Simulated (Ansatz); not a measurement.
# C₃H₆ClIn: how energies converge with the basis set

One table from this session's results is given with a row withheld; the runs are named, their logs left out.

Method: one geometry, several basis sets; program: Ansatz 0.2.0, Gaussian basis.

Plan: PBE0-D4/def2-SVP; ωB97M-V/def2-SVP; PBE0-D4/def2-QZVPP; ωB97M-V/def2-QZVPP; the functionals' def2-TZVPP values are taken from earlier runs.

3 further runs of the same task are left out: 3 for a known fault of the program. Runs told in other sessions of the task aren't counted.

## The relaxed structure

The geometry comes from an earlier relaxation with PBE0-D4 in a triple-zeta def2 set; it is a stationary point, not always the lowest conformer. In takes the def2 core potential; no spin-orbit term is included.

SMILES `C=[CH][In]([CH3])[Cl]`, 11 atoms, charge 0, spin multiplicity 1.

Atoms are counted from 1 here; the program's logs count them from 0.

Bond lengths: C1–C2 1.330 Å, C1–H6 1.087 Å, C1–H7 1.089 Å, C2–In3 2.118 Å, C2–H8 1.088 Å, In3–C4 2.131 Å, In3–Cl5 2.370 Å, C4–H9 1.091 Å, C4–H10 1.091 Å, C4–H11 1.089 Å. Angles: C2–C1–H6 121.9°, C2–C1–H7 121.8°, H6–C1–H7 116.2°, C1–C2–In3 120.2°, C1–C2–H8 119.0°, In3–C2–H8 120.8°, C2–In3–C4 140.7°, C2–In3–Cl5 107.9°, C4–In3–Cl5 111.4°, In3–C4–H9 108.7°, In3–C4–H10 108.7°, In3–C4–H11 112.0°, H9–C4–H10 108.3°, H9–C4–H11 109.6°, H10–C4–H11 109.6°.

The first run:

File in.yaml:

```yaml
crystal:
  periodic: [false, false, false]
  atoms:
    - {symbol: C, position_ang: [0.039615, 2.498020, 0.604106]}
    - {symbol: C, position_ang: [0.348649, 1.254125, 0.958945]}
    - {symbol: In, position_ang: [-0.121975, -0.367280, -0.320314]}
    - {symbol: C, position_ang: [0.048985, -2.488499, -0.425383]}
    - {symbol: Cl, position_ang: [-1.181480, 0.511650, -2.249131]}
    - {symbol: H, position_ang: [-0.455761, 2.721297, -0.337125]}
    - {symbol: H, position_ang: [0.268976, 3.350679, 1.240757]}
    - {symbol: H, position_ang: [0.844379, 1.085286, 1.912211]}
    - {symbol: H, position_ang: [-0.950192, -2.914593, -0.524810]}
    - {symbol: H, position_ang: [0.622472, -2.748582, -1.315966]}
    - {symbol: H, position_ang: [0.536322, -2.902102, 0.456709]}
basis:
  gaussian: {orbitals: def2-SVP}
hamiltonian: {xc: pbe0, dispersion: d4}
output: {orbitals: {seedname: orbitals}}
```

Command:

```console
$ ansatz run in.yaml --threads 4 --pin off --events-out ev --progress --plain --max-ram 10444MiB
```

Steps of the session up to this table: PBE0-D4 in def2-SVP; ωB97M-V in def2-SVP; PBE0-D4 in def2-QZVPP; ωB97M-V in def2-QZVPP.

One table of the session follows, with a row left open; its other results are not shown here.

It belongs to the step «Density functionals: the series». 

| functional | basis | HOMO (eV) | LUMO (eV) |
| --- | --- | --- | --- |
| PBE0-D4 | def2-SVP | -7.58 | -1.44 |
| PBE0-D4 | def2-TZVPP | -7.70 | -1.57 |
| PBE0-D4 | def2-QZVPP | -7.72 | -1.60 |
| ωB97M-V | def2-SVP | -9.73 | 0.27 |
| ωB97M-V | def2-TZVPP | -9.86 | 0.06 |
| ωB97M-V | def2-QZVPP | ? | ? |

Estimate the missing values for ωB97M-V, def2-QZVPP.

The run gave: HOMO (eV): -9.89; LUMO (eV): -0.01. In the column «HOMO (eV)» it is the lowest.
